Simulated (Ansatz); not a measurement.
Write a Python script for the Ansatz DFT code, driven from Python that makes a few random alloy cells with their mixing energies of Cd-Ir random alloys. Settings (first run): r2SCAN, PAW, cutoff 313 eV, 9×9×9 k-points, Fermi-Dirac smearing of 0.05 eV, D4 dispersion.

`random_alloy_cd.py`:
```python
"""Random Cd-Ir cells of 8 mixed sites, after relaxing cells and atoms."""

from collections import Counter
import warnings

import ansatz as az
import numpy as np
from tabulate import tabulate


def fcc(a_site, a):
    return (
        az.Lattice.fcc(a)
        .space_group(225)
        .atom(a_site, (0, 0, 0))
        .primitive()
    )

A_FIRST, A_LAST = 4.42, 3.83


def compute(name, crystal):
    calc = crystal.calculation()
    calc = calc.basis(23 * az.Ry)
    calc = calc.accuracy("low")
    calc = calc.functional("r2SCAN", dispersion="d4").scf(extra_bands=6)
    calc = calc.kpoints(spacing=0.3)
    calc = calc.occupations("fermi_dirac", width=0.05)
    calc = calc.band_table()
    calc = calc.relax(force_tolerance=0.02, max_steps=40, cell=True)
    return calc.run(threads=1)


def volume_per_atom(outcome):
    return abs(np.linalg.det(outcome.lattice.cell_ang)) / len(outcome.lattice.sites)


def counts(outcome):
    return Counter(site.symbol for site in outcome.lattice.sites)

warnings.simplefilter("ignore", az.DeckWarning)

phases = {"Cd": fcc("Cd", A_FIRST), "Ir": fcc("Ir", A_LAST)}
for k in [5]:
    a = A_FIRST + (A_LAST - A_FIRST) * k / 8
    supercell = fcc("Cd", a).supercell(2).resolved()
    for seed in [35]:
        drawn = supercell.site_disorder().occupy("Cd", Cd=8 - k, Ir=k).random(seed=seed)
        phases[f"Cd{8 - k}Ir{k} seed {seed}"] = drawn.crystal

done = {}
for name, crystal in phases.items():
    done[name] = compute(name, crystal)
    print(f"{name}: {done[name].report['energy_sigma0_ev']:.4f} eV, {len(done[name].lattice.sites)} atoms")

# mixing quantities against the straight line between the end members, both on this lattice
x = {name: counts(o)["Ir"] / (counts(o)["Cd"] + counts(o)["Ir"]) for name, o in done.items()}
first, last = min(x, key=x.get), max(x, key=x.get)
energy = {name: o.report["energy_sigma0_ev"] / len(o.lattice.sites) for name, o in done.items()}
volume = {name: volume_per_atom(o) for name, o in done.items()}
rows = []
for name in sorted(done, key=x.get):
    line = lambda table: (1 - x[name]) * table[first] + x[name] * table[last]
    rows.append((name, x[name], 1000 * (energy[name] - line(energy)), volume[name], 100 * (volume[name] / line(volume) - 1)))
print(tabulate(rows, headers=["cell", "x(Ir)", "E_mix (meV/atom)", "V (A^3/atom)", "excess V (%)"], floatfmt=".4f", tablefmt="github"))
```

Output of `python random_alloy_cd.py`:
```text
Cd: -8268.2239 eV, 1 atoms
Ir: -11948.9293 eV, 1 atoms
Cd3Ir5 seed 35: -84547.6832 eV, 8 atoms
| cell           |   x(Ir) |   E_mix (meV/atom) |   V (A^3/atom) |   excess V (%) |
|----------------|---------|--------------------|----------------|----------------|
| Cd             |  0.0000 |             0.0000 |        21.4162 |         0.0000 |
| Cd3Ir5 seed 35 |  0.6250 |           204.3566 |        15.5425 |        -7.6559 |
| Ir             |  1.0000 |             0.0000 |        14.0799 |         0.0000 |
```

Notes:
- These settings explore the input space; cutoff and mesh may be short of convergence.
- The cutoff lies under the one recommended for these potentials.
- Dispersion corrections can be off by several per cent in the lattices of metals, and by several GPa in the pressure at a fixed cell.
- For the metals among these phases the mesh is modest: differences between phases can be off by up to 40 meV an atom.
- Spin-orbit coupling, which matters for elements this heavy, is left out.
- Cells of eight mixed sites are far from the random limit, and both end members stand on the same lattice, which need not be their own. Differences under about 40 meV an atom lie within the error of mesh and functional.
- The cells are prototypes set up for this calculation and needn't exist.
- The script silences the warnings on its input, which a real study should read.
- Hardware and time: 3.3 min on 1 thread of Intel(R) Xeon(R) Platinum 8488C (Sapphire Rapids), with other jobs on the host, peak memory 0.64 GiB.
